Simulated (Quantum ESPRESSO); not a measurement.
# PPd2 (P6/mmm) in Quantum ESPRESSO: reference runs

How does PPd2 come out in PBE? The cell is run as given.

Program: Quantum ESPRESSO 7.5. These are calculated values, not measurements. Logs are shortened: lines on timing, memory, paths and dates and some standing lists are left out, and cuts for length are marked.

### Step 1. The structure

It takes space group P6/mmm (No. 191, hexagonal). Conventional cell: a = 3.789 Å, b = 3.789 Å, c = 3.898 Å, α = 90.00°, β = 90.00°, γ = 120.00°. Around P (site symmetry 6/mmm) lie 6 Pd at 2.19 Å. Pd (site symmetry -6m2) has 3 Pd at 2.19 Å and 3 P at 2.19 Å as nearest neighbours.

The cell was built by a generator and needn't be a form met in nature.

### Step 2. Single point, PBE

pw.in reads:

```
&CONTROL
  calculation = 'scf'
  prefix = 'pwscf'
  outdir = './tmp'
  pseudo_dir = './pseudo'
  tprnfor = .true.
  tstress = .true.
  disk_io = 'nowf'
/
&SYSTEM
  ibrav = 0
  nat = 3
  ntyp = 2
  ecutwfc = 60
  ecutrho = 440
  nbnd = 29
  occupations = 'smearing'
  smearing = 'fd'
  degauss = 0.00367493
/
&ELECTRONS
  conv_thr = 6d-10
  electron_maxstep = 120
  mixing_beta = 0.5
/
ATOMIC_SPECIES
P     30.9738 P.pbe-n-rrkjus_psl.1.0.0.UPF
Pd   106.4200 Pd_ONCV_PBE-1.0.oncvpsp.upf
CELL_PARAMETERS angstrom
   3.7887813900    0.0000000000    0.0000000000
  -1.8943907000    3.2811809300    0.0000000000
   0.0000000000    0.0000000000    3.8982710000
ATOMIC_POSITIONS crystal
P      0.0000000000    0.0000000000    0.0000000000
Pd     0.3333333300    0.6666666700    0.0000000000
Pd     0.6666666700    0.3333333300    0.0000000000
K_POINTS automatic
8 8 7 0 0 0
```

Potentials or basis: SSSP 1.3 efficiency PBE.

On the command line:

```
$ OMP_NUM_THREADS=1 pw.x -in pw.in > pw.out
```

pw.out:

```text
This program is part of the open-source Quantum ESPRESSO suite
     for quantum simulation of materials; please cite
         "P. Giannozzi et al., J. Phys.:Condens. Matter 21 395502 (2009);
         "P. Giannozzi et al., J. Phys.:Condens. Matter 29 465901 (2017);
         "P. Giannozzi et al., J. Chem. Phys. 152 154105 (2020);
     in publications or presentations arising from this work. More details at

     Message from routine setup:
     using ibrav=0 with symmetry is DISCOURAGED, use correct ibrav instead

     G-vector sticks info
     --------------------
     sticks:   dense  smooth     PW     G-vecs:    dense   smooth      PW
     Sum        1555     847    253                50935    20587    3295

     Using Slab Decomposition

     bravais-lattice index     =            0
     lattice parameter (alat)  =       7.1598  a.u.
     unit-cell volume          =     327.0381 (a.u.)^3
     number of atoms/cell      =            3
     number of atomic types    =            2
     number of electrons       =        41.00
     number of Kohn-Sham states=           29
     kinetic-energy cutoff     =      60.0000  Ry
     charge density cutoff     =     440.0000  Ry
     scf convergence threshold =      6.0E-10
     mixing beta               =       0.5000
     number of iterations used =            8  plain     mixing
     Exchange-correlation= PBE
                           (   1   4   3   4   0   0   0)

     celldm(1)=   7.159759  celldm(2)=   0.000000  celldm(3)=   0.000000
     celldm(4)=   0.000000  celldm(5)=   0.000000  celldm(6)=   0.000000

     crystal axes: (cart. coord. in units of alat)
               a(1) = (   1.000000   0.000000   0.000000 )
               a(2) = (  -0.500000   0.866025   0.000000 )
               a(3) = (   0.000000   0.000000   1.028898 )

     reciprocal axes: (cart. coord. in units 2 pi/alat)
               b(1) = (  1.000000  0.577350 -0.000000 )
               b(2) = (  0.000000  1.154701  0.000000 )
               b(3) = (  0.000000 -0.000000  0.971913 )

     PseudoPot. # 1 for P  read from file:
     P.pbe-n-rrkjus_psl.1.0.0.UPF
     Pseudo is Ultrasoft + core correction, Zval =  5.0
     Generated using "atomic" code by A. Dal Corso  v.5.1
     Using radial grid of 1147 points,  6 beta functions with:
                l(1) =   0
                l(2) =   0
                l(3) =   1
                l(4) =   1
                l(5) =   2
                l(6) =   2
     Q(r) pseudized with 0 coefficients

     PseudoPot. # 2 for Pd read from file:
     Pd_ONCV_PBE-1.0.oncvpsp.upf
     Pseudo is Norm-conserving, Zval = 18.0
     Generated using ONCVPSP code by D. R. Hamann
     Using radial grid of 1410 points,  6 beta functions with:
                l(1) =   0
                l(2) =   0
                l(3) =   1
                l(4) =   1
                l(5) =   2
                l(6) =   2

     atomic species   valence    mass     pseudopotential
     P                 5.00    30.97380     P ( 1.00)
     Pd               18.00   106.42000     Pd( 1.00)

     24 Sym. Ops., with inversion, found

   Cartesian axes

     site n.     atom                  positions (alat units)
         1        P      tau(   1) = (   0.0000000   0.0000000   0.0000000  )
         2        Pd     tau(   2) = (  -0.0000000   0.5773503   0.0000000  )
         3        Pd     tau(   3) = (   0.5000000   0.2886751   0.0000000  )

     number of k points=    40  Fermi-Dirac smearing, width (Ry)=  0.0037
                       cart. coord. in units 2pi/alat
        k(    1) = (   0.0000000   0.0000000   0.0000000), wk =   0.0044643
        k(    2) = (   0.0000000   0.0000000   0.1388448), wk =   0.0089286
        k(    3) = (   0.0000000   0.0000000   0.2776895), wk =   0.0089286
        k(    4) = (   0.0000000   0.0000000   0.4165343), wk =   0.0089286
        k(    5) = (   0.0000000   0.1443376   0.0000000), wk =   0.0267857
        k(    6) = (   0.0000000   0.1443376   0.1388448), wk =   0.0535714
[... 32 lines left out ...]
        k(   39) = (   0.2500000   0.5773503   0.2776895), wk =   0.0535714
        k(   40) = (   0.2500000   0.5773503   0.4165343), wk =   0.0535714

     Dense  grid:    50935 G-vectors     FFT dimensions: (  48,  48,  50)

     Smooth grid:    20587 G-vectors     FFT dimensions: (  36,  36,  40)

     Initial potential from superposition of free atoms

     starting charge      40.9991, renormalised to      41.0000
     Starting wfcs are   24 randomized atomic wfcs +    5 random wfcs

     Self-consistent Calculation

     iteration #  1     ecut=    60.00 Ry     beta= 0.50
     Davidson diagonalization with overlap
     ethr =  1.00E-02,  avg # of iterations =  5.8

     total energy              =    -519.86502194 Ry
     estimated scf accuracy    <       0.43239204 Ry

     iteration #  2     ecut=    60.00 Ry     beta= 0.50
     Davidson diagonalization with overlap
     ethr =  1.05E-03,  avg # of iterations =  2.6

     total energy              =    -519.94981258 Ry
     estimated scf accuracy    <       0.28454115 Ry

     iteration #  3     ecut=    60.00 Ry     beta= 0.50
     Davidson diagonalization with overlap
     ethr =  6.94E-04,  avg # of iterations =  2.0
[... 36 lines left out ...]
     total energy              =    -520.00617141 Ry
     estimated scf accuracy    <       0.00000006 Ry

     iteration #  9     ecut=    60.00 Ry     beta= 0.50
     Davidson diagonalization with overlap
     ethr =  1.49E-10,  avg # of iterations =  2.0

     total energy              =    -520.00617141 Ry
     estimated scf accuracy    <          9.1E-09 Ry

     iteration # 10     ecut=    60.00 Ry     beta= 0.50
     Davidson diagonalization with overlap
     ethr =  2.22E-11,  avg # of iterations =  1.4

     End of self-consistent calculation

          k = 0.0000 0.0000 0.0000 (  2593 PWs)   bands (ev):

   -70.2334 -69.7714 -36.8973 -36.8973 -35.5901 -35.5901 -35.5756 -35.2207
     1.4893   7.1719   7.1719  10.1529  10.3440  10.3440  10.4868  10.4868
    13.0701  13.0701  13.1100  13.7778  18.1296  21.6253  21.6253  21.7544
    21.7544  22.5235  26.2470  27.2922  27.2922

          k = 0.0000 0.0000 0.1388 (  2562 PWs)   bands (ev):

   -70.2334 -69.7714 -36.8972 -36.8972 -35.5901 -35.5901 -35.5762 -35.2210
     1.5266   7.1812   7.1812  10.2196  10.3131  10.3131  10.4916  10.4916
    12.8048  13.0436  13.0436  13.8436  18.3294  21.6754  21.6754  21.8863
    21.8863  22.8214  25.7748  26.7264  26.7264

          k = 0.0000 0.0000 0.2777 (  2550 PWs)   bands (ev):

   -70.2334 -69.7714 -36.8972 -36.8972 -35.5901 -35.5901 -35.5774 -35.2217
     1.6123   7.2022   7.2022  10.2489  10.2489  10.3944  10.4983  10.4983
    12.1714  12.9842  12.9842  13.9965  18.8706  21.7992  21.7992  22.1957
    22.1957  22.4490  25.8713  25.8713  26.2715
[... 80 lines left out ...]
   -70.1179 -69.8912 -37.0047 -36.6573 -35.8371 -35.4876 -35.4676 -35.3129
     2.6867   6.5143   7.2131   9.0186   9.5802   9.7209  11.6255  12.0224
    12.5327  13.6010  13.9143  14.6537  15.3739  15.9683  19.2284  21.6878
    23.6821  25.4526  25.5928  27.0275  28.5334

          k = 0.0000 0.4330 0.4165 (  2576 PWs)   bands (ev):

   -70.1179 -69.8911 -37.0046 -36.6573 -35.8371 -35.4885 -35.4676 -35.3136
     2.7529   6.5376   7.2216   8.8195   9.5104   9.7360  11.6177  12.0418
    12.9035  13.8595  13.8968  14.7646  15.4632  15.5676  18.2512  22.1776
    23.0517  25.1687  26.6903  27.5849  28.7964

          k = 0.0000-0.5774 0.0000 (  2556 PWs)   bands (ev):

   -70.0818 -69.9280 -37.0216 -36.6010 -35.8947 -35.4581 -35.4483 -35.3398
     2.6367   7.1939   7.2722   8.6293   9.2702   9.6286  11.8385  12.3762
    12.7570  12.8771  13.9331  14.0727  14.1822  16.9722  21.1263  21.9881
    22.0232  24.3125  26.9171  27.8255  28.1410

          k = 0.0000-0.5774 0.1388 (  2560 PWs)   bands (ev):

   -70.0818 -69.9280 -37.0216 -36.6010 -35.8947 -35.4586 -35.4483 -35.3402
     2.6678   7.1978   7.2890   8.6299   9.1590   9.5853  11.8859  12.4798
    12.8792  12.9207  13.9915  14.0651  14.1847  16.6549  20.8229  21.2923
    22.5308  25.4810  26.2611  27.1471  28.6902

          k = 0.0000-0.5774 0.2777 (  2580 PWs)   bands (ev):

   -70.0818 -69.9280 -37.0215 -36.6009 -35.8947 -35.4596 -35.4483 -35.3411
     2.7399   7.2068   7.3263   8.6293   8.9225   9.4916  11.9347  12.8373
    12.8841  13.3035  14.0481  14.1198  14.1911  16.1065  19.1526  21.5404
    23.3780  25.5401  26.3793  27.0898  29.7554

          k = 0.0000-0.5774 0.4165 (  2570 PWs)   bands (ev):

   -70.0818 -69.9280 -37.0214 -36.6008 -35.8946 -35.4605 -35.4483 -35.3418
     2.8003   7.2142   7.3557   8.6184   8.7509   9.4197  11.9423  12.8881
    13.2644  13.6404  14.0344  14.1996  14.2201  15.7452  18.0125  21.9141
    22.8513  25.1379  28.0754  28.3767  29.8590

          k = 0.1250 0.2165 0.0000 (  2571 PWs)   bands (ev):

   -70.1893 -69.8176 -36.9547 -36.7918 -35.6989 -35.5413 -35.5261 -35.2557
     2.0702   6.2358   7.3037   9.7879  10.2813  10.3196  10.9948  11.0061
    11.7356  13.5430  13.5607  15.5947  16.9460  17.3940  19.9178  22.3214
    23.2414  24.1281  25.3118  27.4326  28.4138

          k = 0.1250 0.2165 0.1388 (  2569 PWs)   bands (ev):

   -70.1892 -69.8176 -36.9547 -36.7917 -35.6989 -35.5418 -35.5260 -35.2560
     2.1081   6.2435   7.3110   9.6947  10.2779  10.3303  10.9671  11.0157
    11.7831  13.5260  13.6431  15.3338  17.0111  17.4746  19.9688  22.5309
    23.0905  24.1911  25.4565  26.4907  28.9400
[... 115 lines left out ...]
   -70.0370 -69.9733 -37.0830 -36.3726 -36.1210 -35.4250 -35.3875 -35.3759
     2.4898   8.1023   8.2850   8.5451   9.1373  10.6272  10.6280  11.0657
    11.3428  13.0837  13.4845  14.3390  15.4492  15.8393  20.0530  21.3700
    24.3086  25.6880  27.4406  28.3972  29.2650

          k = 0.2500 0.5774 0.4165 (  2569 PWs)   bands (ev):

   -70.0370 -69.9733 -37.0829 -36.3725 -36.1210 -35.4258 -35.3875 -35.3767
     2.5422   8.1244   8.1251   8.5477   9.1796  10.5241  10.6622  11.1321
    11.2416  13.5837  13.9483  14.3296  15.4512  15.4750  18.9078  20.3147
    25.8367  26.7270  28.2542  28.5268  28.8235

     the Fermi energy is    15.5112 ev

!    total energy              =    -520.00617141 Ry
     estimated scf accuracy    <          3.8E-10 Ry
     smearing contrib. (-TS)   =      -0.00145823 Ry
     internal energy E=F+TS    =    -520.00471319 Ry

     The total energy is F=E-TS. E is the sum of the following terms:
     one-electron contribution =    -325.67312443 Ry
     hartree contribution      =     181.50735814 Ry
     xc contribution           =     -54.93503693 Ry
     ewald contribution        =    -320.90390997 Ry

     convergence has been achieved in  10 iterations

     Forces acting on atoms (cartesian axes, Ry/au):

     atom    1 type  1   force =     0.00000000    0.00000000   -0.00000000
     atom    2 type  2   force =     0.00000000    0.00000000    0.00000000
     atom    3 type  2   force =     0.00000000    0.00000000    0.00000000

     Total force =     0.000000     Total SCF correction =     0.000000

     Computing stress (Cartesian axis) and pressure

          total   stress  (Ry/bohr**3)                   (kbar)     P=      984.97
   0.01003246   0.00000000   0.00000000         1475.83        0.00        0.00
   0.00000000   0.01003246   0.00000000            0.00     1475.83        0.00
   0.00000000   0.00000000   0.00002207            0.00        0.00        3.25

=------------------------------------------------------------------------------=
   JOB DONE.
=------------------------------------------------------------------------------=
```

Wall time 42 s (1 thread of Intel Xeon Platinum 8488C (Sapphire Rapids), shared host); peak memory 0.25 GiB.

What came out:

```
Free energy            : -7075.0444 eV
Pressure               : 98.5 GPa
Band gap on the k mesh : none (metal or under the smearing width)
```

Caveat: a pressure of tens of GPa on the cell as given is suspect, and the run, the potentials or the cell itself is likely at fault; this functional lacks dispersion, which binds the layers, so the pressure and a relaxed spacing across them are unreliable.
